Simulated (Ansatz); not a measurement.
**MoN2: a relaxation**

Aim: relax the cell and atoms of MoN2.

Program: Ansatz 0.2.0. Level of theory: DFT PBE, scalar-relativistic, plane waves, PAW. These are calculated values, not measurements.

**1. The starting structure**

It takes space group P4/mbm (No. 127, tetragonal). The conventional cell has a = 4.348 Å, b = 4.348 Å, c = 2.767 Å, α = 90.00°, β = 90.00°, γ = 90.00°. Mo (site symmetry 4/m) is surrounded by 8 N at 2.24 Å. N (site symmetry m2m) has 1 N at 1.37 Å as nearest neighbours.

Structure file:

```cif
data_structure
_symmetry_space_group_name_H-M 'P 1'
_symmetry_Int_Tables_number 1
_cell_length_a 4.3481
_cell_length_b 4.3481
_cell_length_c 2.7675
_cell_angle_alpha 90.000
_cell_angle_beta 90.000
_cell_angle_gamma 90.000
_cell_volume 52.32
loop_
_atom_site_label
_atom_site_type_symbol
_atom_site_fract_x
_atom_site_fract_y
_atom_site_fract_z
_atom_site_occupancy
Mo1 Mo 0.50000 0.50000 0.00000 1
Mo2 Mo 0.00000 0.00000 0.00000 1
N1 N 0.88835 0.38835 0.50000 1
N2 N 0.11165 0.61165 0.50000 1
N3 N 0.38835 0.11165 0.50000 1
N4 N 0.61165 0.88835 0.50000 1
```

The structure comes from the Materials Project (structure only).

**2. Probe: one point at the start**

input.yaml reads:

```yaml
crystal:
  lattice:
    - [4.348053, 0.0, 0.0]
    - [0.0, 4.348053, 0.0]
    - [0.0, 0.0, 2.76746]
  atoms:
    - { symbol: Mo, position: [0.5, 0.5, 0.0], spin: 1.0 }
    - { symbol: Mo, position: [0.0, 0.0, 0.0], spin: 1.0 }
    - { symbol: "N", position: [0.888353, 0.388353, 0.5] }
    - { symbol: "N", position: [0.111647, 0.611647, 0.5] }
    - { symbol: "N", position: [0.388353, 0.111647, 0.5] }
    - { symbol: "N", position: [0.611647, 0.888353, 0.5] }
basis:
  ecutwfc: 420
kpoints:
  mp_grid: { grid: [4, 4, 6] }
hamiltonian:
  xc: pbe
scf:
  occupations: { method: gaussian, width: 0.1 }
  lower_state_search: "off"
output:
  forces: true
  stress: true
  eigenvalues: true
  populations: true
magnetization:
  spin_polarized: true
```

Started as:

```
> ansatz run input.yaml --threads 1 --pin off --max-ram 2560MiB --backend cpu --events-out ev --progress --plain --runs-dir out
```

The program printed, shortened:

```text
[...]
SCF converged after 15 iterations
Magnetization: 0.0000 μB (24.0000 up, 24.0000 down)
Absolute magnetization: 0.0000 μB (∫|ρ↑−ρ↓|, with the PAW one-centre terms)
Spin contamination: 0.0000 ħ² per cell (⟨S²⟩ above its minimum at these occupations)
Per-site moments (μB) at R_I (Å): [(1.8952747704481948e-6, 0.922531885542528), (1.8952747704781908e-6, 0.922531885542528), (2.3301843512847708e-7, 0.5663838137615279), (2.330184351343361e-7, 0.5663838137615279), (2.3301843513405566e-7, 0.5663838137615279), (2.3301843512994911e-7, [...]
Free energy (F): -11447.428910 eV
[...]
E sigma→0 (E₀):  -11447.422358 eV
Entropy (-TS):   -0.013104 eV (-2.184 meV/atom)
Fermi energy:    18.943356 eV
[...]
--- Forces (eV/Å), atoms counted from 1 ---
  atom   1  Mo     0.00000000    -0.00000000     0.00000000
  atom   2  Mo     0.00000000     0.00000000     0.00000000
  atom   3  N     -0.10629472    -0.10629472     0.00000000
  atom   4  N      0.10629472     0.10629472     0.00000000
  atom   5  N     -0.10629472     0.10629472     0.00000000
  atom   6  N      0.10629472    -0.10629472     0.00000000
[...]
--- Stress (GPa, compression-positive) ---
       -2.222407       0.000000       0.000000
        0.000000      -2.222407       0.000000
        0.000000       0.000000      -7.523905
  P = ⅓ Tr σ = -3.9896 GPa (-39.896 kbar)
--- Band table (eV; the first three rows and the last of 48) ---
[...]
--- Löwdin populations: 6 sites ---
  site symbol       q [e]    m [muB]
     0     Mo     13.1689     0.0000
     1     Mo     13.1689     0.0000
     2      N      5.3649     0.0000
     3      N      5.3649     0.0000
     4      N      5.3649     0.0000
     5      N      5.3649     0.0000
  spilling = 0.004221 (of n_electrons = 48.000000)
```

It took 3.8 s on 1 thread of Intel Xeon 6975P-C (Granite Rapids), shared host; peak memory 0.39 GiB.

Per atom:

| atom | Löwdin electrons |
| --- | --- |
| Mo1 | 13.17 |
| Mo2 | 13.17 |
| N3 | 5.37 |
| N4 | 5.37 |
| N5 | 5.37 |
| N6 | 5.37 |

The Löwdin counts miss 0.20 of the 48 electrons, which the atomic orbitals do not span, so they are no charges.

From the probe: pressure -4.0 GPa, largest force 0.15 eV/Å, gap on this mesh none (metal). The gap decides the next run's mesh: 8×8×12 points.

**3. The relaxation**

input.yaml reads:

```yaml
crystal:
  lattice:
    - [4.348053, 0.0, 0.0]
    - [0.0, 4.348053, 0.0]
    - [0.0, 0.0, 2.76746]
  atoms:
    - { symbol: Mo, position: [0.5, 0.5, 0.0] }
    - { symbol: Mo, position: [0.0, 0.0, 0.0] }
    - { symbol: "N", position: [0.888353, 0.388353, 0.5] }
    - { symbol: "N", position: [0.111647, 0.611647, 0.5] }
    - { symbol: "N", position: [0.388353, 0.111647, 0.5] }
    - { symbol: "N", position: [0.611647, 0.888353, 0.5] }
basis:
  ecutwfc: 420
kpoints:
  mp_grid: { grid: [8, 8, 12] }
hamiltonian:
  xc: pbe
scf:
  occupations: { method: gaussian, width: 0.1 }
output:
  forces: true
  stress: true
  eigenvalues: true
relax:
  adjacent_minimum: "off"
  f_tol: 0.005
  max_steps: 80
  cell: { stress_tol: 0.05 }
```

Started as:

```
> ansatz run input.yaml --threads 1 --pin off --max-ram 2560MiB --backend cpu --events-out ev --progress --plain --runs-dir out
```

The program printed:

```text
Warning: RAYON_NUM_THREADS=1 ignored (pool sized by the plan → 1); use --threads N
Engine: ansatz 0.2.0, x86_64-unknown-linux-gnu
Pseudopotentials: kind: paw
Pseudopotential: Mo, paw, valence charge 14, recommended cutoff 420 eV (normal), Mo.paw.azcp
Pseudopotential: N, paw, valence charge 5, recommended cutoff 420 eV (normal), N.paw.azcp
Functional definition: PBE
  parameter kappa = 0.804
  parameter beta = 0.06672455060314922
  exchange = pbe_x(kappa = kappa, mu = beta*pi^2/3)
  correlation = pbe_c(beta = beta)
Crystal: 6 atoms, lattice volume = 52.320 Å³
Basis set: ecut = 420 eV, 1049 PW (Γ), exchange–correlation on 60×60×40 points (8 copies of the dense FFT grid, shifted against one another)
Bands: 30, of which v1, the nominal top of the filled ones, is band 24 counted from 1 (23 counted from 0)
Symmetry: 16 space group operations
Space group: P4/mbm (ITA 127), of the structure as read, at distance tolerance 3.7e-5 Å
k-points: 105 of 768
Non-local potential: Mo, projectors of the file, l = 0: 3, l = 1: 2, l = 2: 2, l = 3: 1
Non-local potential: N, projectors of the file, l = 0: 2, l = 1: 2, l = 2: 1
PAW form: soft (Blöchl's): semilocal exchange-correlation on the pseudo side does not see the compensation charge
PAW one-centre angular grid: Mo, 590 points (default); XC on 64 Gauss nodes
PAW one-centre angular grid: N, 110 points (default); XC on 64 Gauss nodes
Initial density: superposition of atomic densities (neutral atoms: chi_scale 0, normalization atom), corrected by the library's trained network
Initial wavefunctions: pseudopotential atomic-orbital guess
Functional: x = pbe(κ = 0.804, μ = 0.2195149727645171), c = pbe(β = 0.06672455060314922)
SCF iter   1: F=—  HF=-11447.429345 eV  |F-HF|=—  |Δ(HF+E_count)|=         —  Δρ=1.83e-2  dr2=2.02e-1  ethr=1.77e-3  ⟨swp⟩=5.3  Hψ=13074  notcnv=0
preconditioner: auto → Kerker (q_TF=auto, 2.689 Å⁻¹)  [metal: Δε(μ)=0.010 eV  Ē_g=10.031 eV  σ=0.100 eV  W_gap=0.06  n_scr=10 (ndim 8)  ℏωp=29.0 eV  f_vac=0.000  D(μ)=1.47/eV (n_scr^D=8)]
SCF iter   2: F=—  HF=-11447.403581 eV  |F-HF|=—  |Δ(HF+E_count)|=   2.58e-2  Δρ=8.57e-3  dr2=4.25e-2  ethr=4.22e-4  ⟨swp⟩=1.0  Hψ=3994  notcnv=0  defer=1
SCF iter   3: F=—  HF=-11447.397269 eV  |F-HF|=—  |Δ(HF+E_count)|=   6.31e-3  Δρ=1.80e-3  dr2=8.13e-4  ethr=8.86e-5  ⟨swp⟩=2.1  Hψ=3873  notcnv=0  defer=1
SCF iter   4: F=—  HF=-11447.397136 eV  |F-HF|=—  |Δ(HF+E_count)|=   1.33e-4  Δρ=2.69e-4  dr2=4.33e-5  ethr=1.69e-6  ⟨swp⟩=2.5  Hψ=4579  notcnv=0  defer=1
SCF iter   5: F=—  HF=-11447.397257 eV  |F-HF|=—  |Δ(HF+E_count)|=   1.20e-4  Δρ=7.42e-5  dr2=2.77e-6  ethr=9.02e-8  ⟨swp⟩=2.0  Hψ=4421  notcnv=0  defer=1
SCF iter   6: F=—  HF=-11447.397257 eV  |F-HF|=—  |Δ(HF+E_count)|=   2.27e-8  Δρ=1.48e-5  dr2=1.54e-7  ethr=5.77e-9  ⟨swp⟩=2.5  Hψ=4376  notcnv=0  defer=1
SCF iter   7: F=-11447.397257 eV  HF=-11447.397257 eV  |F-HF|=4.97e-10  |Δ(HF+E_count)|=  1.82e-12  Δρ=2.94e-6  dr2=4.90e-9  ethr=2.08e-10  ⟨swp⟩=7.7  Hψ=11670  notcnv=0
SCF 1 converged in 7 iterations: F = -11447.397257 eV  dr2 = 4.90e-9
relax step   1: F+E_penalty+E_count = -11447.39725658 eV  Δ(F+E_penalty+E_count) = +0.000e0 eV  max|allowed force component| = 4.626e-2 eV/Å  Δτ_max = 0.0000 Å  P = -3.983 GPa  Ω = 52.320 Å³  (7 SCF iters, dr2 threshold 1.00e-7 eV, accepted)
Crystal: 6 atoms, lattice volume = 51.601 Å³
Basis set: ecut = 420 eV, 1033 PW (Γ), exchange–correlation on 60×60×40 points (8 copies of the dense FFT grid, shifted against one another)
Initial density: handed on by an earlier stage of this run
Initial wavefunctions: those handed on with the density
iter 1 solved again at ethr=1.17e-5 eV; its pass at ethr=3.10e-3 eV (dr2=5.60e-3 eV) is discarded
SCF iter   1: F=—  HF=-11447.408391 eV  |F-HF|=—  |Δ(HF+E_count)|=         —  Δρ=3.24e-3  dr2=5.55e-3  ethr=1.17e-5  ⟨swp⟩=1.5  Hψ=17106  notcnv=0
preconditioner: auto → Kerker (q_TF=auto, 2.696 Å⁻¹)  [metal: Δε(μ)=0.023 eV  Ē_g=10.058 eV  σ=0.100 eV  W_gap=0.13  n_scr=10 (ndim 8)  ℏωp=29.2 eV  f_vac=0.000  D(μ)=1.58/eV (n_scr^D=10)]
SCF iter   2: F=—  HF=-11447.407547 eV  |F-HF|=—  |Δ(HF+E_count)|=   8.44e-4  Δρ=1.43e-3  dr2=1.16e-3  ethr=1.16e-5  ⟨swp⟩=1.2  Hψ=3172  notcnv=0
SCF iter   3: F=—  HF=-11447.407308 eV  |F-HF|=—  |Δ(HF+E_count)|=   2.39e-4  Δρ=3.27e-4  dr2=5.32e-5  ethr=2.41e-6  ⟨swp⟩=2.5  Hψ=4359  notcnv=0
SCF iter   4: F=—  HF=-11447.407406 eV  |F-HF|=—  |Δ(HF+E_count)|=   9.81e-5  Δρ=8.17e-5  dr2=3.17e-6  ethr=1.11e-7  ⟨swp⟩=2.3  Hψ=4911  notcnv=0
iter 5 did not close the SCF: its close was put off for the readings that it lacked (scf_convergence_deferred on its scf_iter line)
SCF iter   5: F=-11447.407406 eV  HF=-11447.407406 eV  |F-HF|=9.43e-9  |Δ(HF+E_count)|=   1.14e-7  Δρ=1.55e-5  dr2=1.20e-7  ethr=6.61e-9  ⟨swp⟩=2.2  Hψ=4463  notcnv=0
SCF iter   6: F=-11447.407406 eV  HF=-11447.407406 eV  |F-HF|=4.00e-11  |Δ(HF+E_count)|=   1.09e-8  Δρ=2.47e-6  dr2=2.49e-9  ethr=2.50e-10  ⟨swp⟩=2.1  Hψ=10509  notcnv=0
SCF 2 converged in 6 iterations: F = -11447.407406 eV  dr2 = 2.49e-9
relax step   2: F+E_penalty+E_count = -11447.40740598 eV  Δ(F+E_penalty+E_count) = -1.015e-2 eV  max|allowed force component| = 3.591e-2 eV/Å  Δτ_max = 0.0011 Å  P = +0.667 GPa  Ω = 51.601 Å³  energy of the carried Pulay correction = +3.025e-3 eV  (6 SCF iters, dr2 threshold 6.00e-7 eV, accepted)
Crystal: 6 atoms, lattice volume = 51.643 Å³
Basis set: ecut = 420 eV, 1009 PW (Γ), exchange–correlation on 60×60×40 points (8 copies of the dense FFT grid, shifted against one another)
iter 1 solved again at ethr=4.89e-7 eV; its pass at ethr=3.10e-3 eV (dr2=2.35e-4 eV) is discarded
SCF iter   1: F=—  HF=-11447.408813 eV  |F-HF|=—  |Δ(HF+E_count)|=         —  Δρ=8.11e-4  dr2=3.12e-4  ethr=4.89e-7  ⟨swp⟩=3.1  Hψ=17969  notcnv=0
preconditioner: auto → Kerker (q_TF=auto, 2.695 Å⁻¹)  [metal: Δε(μ)=0.018 eV  Ē_g=10.039 eV  σ=0.100 eV  W_gap=0.10  n_scr=10 (ndim 8)  ℏωp=29.2 eV  f_vac=0.000  D(μ)=1.51/eV (n_scr^D=10)]
SCF iter   2: F=—  HF=-11447.408865 eV  |F-HF|=—  |Δ(HF+E_count)|=   5.19e-5  Δρ=4.58e-4  dr2=1.07e-4  ethr=4.89e-7  ⟨swp⟩=1.2  Hψ=3201  notcnv=0
SCF iter   3: F=—  HF=-11447.408837 eV  |F-HF|=—  |Δ(HF+E_count)|=   2.82e-5  Δρ=7.71e-5  dr2=3.76e-6  ethr=2.22e-7  ⟨swp⟩=2.8  Hψ=5525  notcnv=0
iter 4 did not close the SCF: its close was put off for the readings that it lacked (scf_convergence_deferred on its scf_iter line)
SCF iter   4: F=-11447.408836 eV  HF=-11447.408836 eV  |F-HF|=1.69e-8  |Δ(HF+E_count)|=   6.46e-7  Δρ=2.07e-5  dr2=1.62e-7  ethr=7.84e-9  ⟨swp⟩=2.4  Hψ=4503  notcnv=0
iter 5 did not close the SCF: its close was put off for the readings that it lacked (scf_convergence_deferred on its scf_iter line)
SCF iter   5: F=-11447.408836 eV  HF=-11447.408836 eV  |F-HF|=1.11e-9  |Δ(HF+E_count)|=   1.65e-8  Δρ=4.57e-6  dr2=8.31e-9  ethr=3.38e-10  ⟨swp⟩=2.7  Hψ=5313  notcnv=0
SCF iter   6: F=-11447.408836 eV  HF=-11447.408836 eV  |F-HF|=2.73e-11  |Δ(HF+E_count)|=   1.70e-9  Δρ=1.01e-6  dr2=4.59e-10  ethr=1.73e-11  ⟨swp⟩=1.2  Hψ=8796  notcnv=0
SCF 3 converged in 6 iterations: F = -11447.408836 eV  dr2 = 4.59e-10
relax step   3: F+E_penalty+E_count = -11447.40883628 eV  Δ(F+E_penalty+E_count) = -1.430e-3 eV  max|allowed force component| = 2.546e-2 eV/Å  Δτ_max = 0.0013 Å  P = +0.294 GPa  Ω = 51.643 Å³  energy of the carried Pulay correction = +2.849e-3 eV  (6 SCF iters, dr2 threshold 6.00e-7 eV, accepted)
[... 12 lines left out ...]
relax step   4: F+E_penalty+E_count = -11447.40881066 eV  Δ(F+E_penalty+E_count) = +2.562e-5 eV  max|allowed force component| = 2.298e-2 eV/Å  Δτ_max = 0.0003 Å  P = +0.063 GPa  Ω = 51.679 Å³  energy of the carried Pulay correction = +2.698e-3 eV  (6 SCF iters, dr2 threshold 6.00e-7 eV, accepted)
[... 12 lines left out ...]
relax step   5: F+E_penalty+E_count = -11447.40884787 eV  Δ(F+E_penalty+E_count) = -3.722e-5 eV  max|allowed force component| = 2.023e-3 eV/Å  Δτ_max = 0.0006 Å  P = -0.005 GPa  Ω = 51.679 Å³  energy of the carried Pulay correction = +2.697e-3 eV  (6 SCF iters, dr2 threshold 3.30e-8 eV, accepted)
[... 15 lines left out ...]
relax step   6: F+E_penalty+E_count = -11447.40619372 eV  Δ(F+E_penalty+E_count) = +2.654e-3 eV  max|allowed force component| = 1.991e-3 eV/Å  Δτ_max = 0.0000 Å  P = -0.078 GPa  Ω = 51.679 Å³  stress off target by 1.06e-1 GPa  SCF on the basis re-selected at this cell (its energy is not comparable with the rows above)  (8 SCF iters)
[... 14 lines left out ...]
relax step   7: F+E_penalty+E_count = -11447.40624214 eV  Δ(F+E_penalty+E_count) = -4.842e-5 eV  max|allowed force component| = 1.222e-8 eV/Å  Δτ_max = 0.0000 Å  P = -0.001 GPa  Ω = 51.668 Å³  energy of the carried Pulay correction = +4.461e-5 eV  (6 SCF iters, dr2 threshold 2.80e-8 eV, accepted)
iter 1 solved again at ethr=1.71e-8 eV; its pass at ethr=3.10e-3 eV (dr2=8.19e-6 eV) is discarded
SCF iter   1: F=—  HF=-11447.406103 eV  |F-HF|=—  |Δ(HF+E_count)|=         —  Δρ=2.66e-6  dr2=7.58e-10  ethr=1.71e-8  ⟨swp⟩=3.7  Hψ=22829  notcnv=0
SCF iter   2: F=—  HF=-11447.406205 eV  |F-HF|=—  |Δ(HF+E_count)|=   1.02e-4  Δρ=1.03e-6  dr2=1.03e-10  ethr=1.58e-12  ⟨swp⟩=3.2  Hψ=7179  notcnv=0
iter 3 did not close the SCF: its close was put off for the readings that it lacked (scf_convergence_deferred on its scf_iter line)
SCF iter   3: F=-11447.406205 eV  HF=-11447.406205 eV  |F-HF|=6.91e-11  |Δ(HF+E_count)|=  1.06e-10  Δρ=6.64e-7  dr2=4.22e-11  ethr=1.00e-12  ⟨swp⟩=1.0  Hψ=3150  notcnv=0
iter 4 did not close the SCF: its close was put off for the readings that it lacked (scf_convergence_deferred on its scf_iter line)
SCF iter   4: F=-11447.406205 eV  HF=-11447.406205 eV  |F-HF|=1.82e-12  |Δ(HF+E_count)|=  7.46e-11  Δρ=3.16e-8  dr2=1.93e-13  ethr=1.00e-12  ⟨swp⟩=1.0  Hψ=3150  notcnv=0
iter 5 did not close the SCF: its close was put off for the readings that it lacked (scf_convergence_deferred on its scf_iter line)
SCF iter   5: F=-11447.406205 eV  HF=-11447.406205 eV  |F-HF|=0.00e0  |Δ(HF+E_count)|=    0.00e0  Δρ=6.35e-9  dr2=1.17e-14  ethr=1.00e-12  ⟨swp⟩=1.0  Hψ=3150  notcnv=0
iter 6 did not close the SCF: its close was put off for the readings that it lacked (scf_convergence_deferred on its scf_iter line)
SCF iter   6: F=-11447.406205 eV  HF=-11447.406205 eV  |F-HF|=1.82e-12  |Δ(HF+E_count)|=    0.00e0  Δρ=1.79e-9  dr2=1.35e-15  ethr=1.00e-12  ⟨swp⟩=1.0  Hψ=3150  notcnv=0
SCF iter   7: F=-11447.406205 eV  HF=-11447.406205 eV  |F-HF|=1.82e-12  |Δ(HF+E_count)|=  1.82e-12  Δρ=6.09e-10  dr2=1.84e-16  ethr=1.00e-12  ⟨swp⟩=1.5  Hψ=6802  notcnv=0
SCF 8 converged in 7 iterations: F = -11447.406205 eV  dr2 = 1.84e-16
relax step   8: F+E_penalty+E_count = -11447.40620543 eV  Δ(F+E_penalty+E_count) = +3.672e-5 eV  max|allowed force component| = 1.102e-5 eV/Å  Δτ_max = 0.0000 Å  P = -0.002 GPa  Ω = 51.668 Å³  stress off target by 2.24e-3 GPa  SCF on the basis re-selected at this cell (its energy is not comparable with the rows above)  (7 SCF iters)
basis re-selected at this cell: Δ(F+E_penalty+E_count) = +3.672e-5 eV, ΔP = -0.001 GPa vs the last step (what re-selecting the basis moved, of the pressure what is left beyond the Pulay correction that the steps carried, after the strain that the cell walked since its last selection, with what the two solves' SCF thresholds leave and, on support functions, any second-order correction that the steps lacked; it is no measure of the basis error at this ecutwfc). This SCF's stress stands 2.24e-3 GPa from its target on what of the cell is left free (relax.cell.stress_tol is 5.00e-2 GPa) and its largest allowed force component is 1.10e-5 eV/Å (relax.f_tol is 5.00e-3 eV/Å): within both
SCF converged after 7 iterations
Free energy (F): -11447.406205 eV
Harris-Foulkes:  -11447.406205 eV  (|F-HF|=1.82e-12)
Internal energy: -11447.398573 eV  (E = F + TS)
E sigma→0 (E₀):  -11447.402389 eV
Entropy (-TS):   -0.007633 eV (-1.272 meV/atom)
Fermi energy:    19.085342 eV
--- Per-component energies (eV) ---
  E_band       = -12.724329
  E_kinetic    = 1408.792471
  E_local      = -2010.095065  (includes V_loc(G=0)·N_el)
  E_nonlocal   = 466.562034
  E_hartree    = 624.223636
  E_xc         = -607.882712
  E_vxc        = -764.730208  (∫ρ·V_xc dr)
  E_paw        = -6909.727599  (= ΣΔE_a)
  E_vpaw       = -361.701217  (= ΣTr[D̂ρ^β])
  E_aug_tail   = 0.000384  (compensation charges beyond the density's cutoff)
  E_ewald      = -4419.271721
  E_smearing   = -0.007633  (= −TS)
  E_closure    = -0.000000  (closes the sum)
  Σ components = -11447.406205   (vs F -11447.406205, Δ=0.00e0)
--- Forces (eV/Å), atoms counted from 1 ---
  atom   1  Mo     0.00000000     0.00000000     0.00000000
  atom   2  Mo     0.00000000    -0.00000000     0.00000000
  atom   3  N      0.00001102     0.00001102     0.00000000
  atom   4  N     -0.00001102    -0.00001102     0.00000000
  atom   5  N      0.00001102    -0.00001102     0.00000000
  atom   6  N     -0.00001102     0.00001102     0.00000000
  max |Σ_I F_I| component: 0.00e0 eV/Å
--- Stress (GPa, compression-positive) ---
       -0.002235       0.000000       0.000000
        0.000000      -0.002235       0.000000
        0.000000       0.000000      -0.001069
  P = ⅓ Tr σ = -0.0018 GPa (-0.018 kbar)
--- Band table (eV; the first three rows and the last of 105) ---
  k-point 0: bands = ["-42.9598", "-42.8980", "-17.1506", "-17.1506", "-16.8055", "-16.8055", "-16.7470", "-16.6780", "-2.3364", "-0.9888", "6.8697", "6.8697", "10.5402", "10.8424", "12.1915", "13.0397", "13.0397", "14.3207", "15.1425", "15.2022", "16.0695", "16.0695", "16.7771", "17.3058", "19.7132", "19.7132", "20.0949", "20.8124", "21.2798", "24.7194"]
  k-point 1: bands = ["-42.9524", "-42.8909", "-17.1397", "-17.1397", "-16.8193", "-16.7976", "-16.7976", "-16.7429", "-2.2565", "-0.9369", "6.7880", "6.7880", "10.6105", "10.9514", "12.4437", "12.8775", "12.8775", "13.5049", "14.6148", "15.9128", "16.1172", "16.1172", "16.8732", "17.6033", "19.8833", "19.8833", "20.1771", "20.8334", "21.3554", "24.5121"]
  k-point 2: bands = ["-42.9322", "-42.8714", "-17.1097", "-17.1097", "-17.0131", "-16.9174", "-16.7757", "-16.7757", "-2.0344", "-0.7899", "6.5674", "6.5674", "10.7910", "11.1698", "12.4332", "12.4717", "12.4717", "13.1510", "13.5465", "16.2516", "16.2516", "17.0142", "17.1600", "17.8096", "20.3378", "20.3378", "20.4206", "20.8911", "21.6285", "23.9342"]
  k-point 104: bands = ["-42.8191", "-42.8191", "-17.6695", "-17.6695", "-17.0342", "-17.0342", "-16.6528", "-16.6528", "-1.0351", "-1.0351", "7.1724", "7.1724", "11.1374", "11.1374", "11.4906", "11.4906", "13.3925", "13.3925", "13.7635", "13.7635", "13.9032", "13.9032", "17.7434", "17.7434", "21.5285", "21.5285", "22.4551", "22.4551", "23.2524", "23.2524"]
--- Relaxed structure (6 steps of the walk, 6 accepted, 2 SCFs on fresh bases) ---
  F+E_penalty+E_count = -11447.40620543 eV   max|allowed force component| = 1.102e-5 eV/Å   (the final SCF, on the basis selected at the relaxed cell)
  cell:  # Å, volume = 51.6679 Å³
    - [4.3330619473006875, -2.3613957471331448e-35, 0.0]
    - [-1.9153543282302172e-34, 4.3330619473006875, 0.0]
    - [0.0, 0.0, 2.7518917151794273]
  atoms:
    - { symbol: Mo, position: [0.49999999999999994, 0.49999999999999994, 0.0] }
    - { symbol: Mo, position: [3.013021288118271e-20, 5.194864289859004e-21, 0.0] }
    - { symbol: N, position: [0.8879039727538871, 0.3879039727538874, 0.49999999999999994] }
    - { symbol: N, position: [0.1120960272461126, 0.6120960272461128, 0.49999999999999994] }
    - { symbol: N, position: [0.3879039727538874, 0.1120960272461126, 0.49999999999999994] }
    - { symbol: N, position: [0.6120960272461128, 0.8879039727538871, 0.49999999999999994] }
```

Wall time 38 s (1 thread of Intel Xeon 6975P-C (Granite Rapids), shared host); peak memory 0.47 GiB.

Step by step:

| step | energy from step 1 (eV/cell) | largest force component (eV/Å) | pressure (GPa) | volume (Å³) |
| --- | --- | --- | --- | --- |
| 1 | 0.0000 | 0.0463 | -3.98 | 52.32 |
| 2 | -0.0101 | 0.0359 | 0.67 | 51.60 |
| 3 | -0.0116 | 0.0255 | 0.29 | 51.64 |
| 4 | -0.0116 | 0.0230 | 0.06 | 51.68 |
| 5 | -0.0116 | 0.0020 | -0.01 | 51.68 |
| 6 | -0.0089 | 0.0020 | -0.08 | 51.68 |
| 7 | -0.0090 | 0.0000 | 0.00 | 51.67 |
| 8 | -0.0089 | 0.0000 | 0.00 | 51.67 |

Step 1 is the start. Steps 6, 8 each repeat the geometry before them on a plane-wave basis chosen anew, so the energy can jump there without any move.

|  | before | after | change |
| --- | --- | --- | --- |
| a (Å) | 4.348 | 4.333 | -0.3 % |
| b (Å) | 4.348 | 4.333 | -0.3 % |
| c (Å) | 2.767 | 2.752 | -0.6 % |
| volume (Å³/atom) | 8.72 | 8.61 | -1.2 % |
| shortest distance (Å) | 1.373 | 1.374 | +0.1 % |
| space group (0.01 Å) | P4/mbm | P4/mbm | same |

Forces and stress were held to the start's 16 operations: a distortion of lower symmetry was not tested.

**4. Outcome**

| quantity | value |
| --- | --- |
| relaxed cell | a = 4.333 Å, b = 4.333 Å, c = 2.752 Å, α = 90.00°, β = 90.00°, γ = 90.00° |
| space group (0.01 Å) | P4/mbm (No. 127) |
| volume | 8.61 Å³/atom |
| formation energy (elements from runs with the same settings, not shown) | +0.12 eV/atom |
| gap on the mesh | none (metal) |

What this shows: The relaxed volume is 1.2 % smaller than at the start.
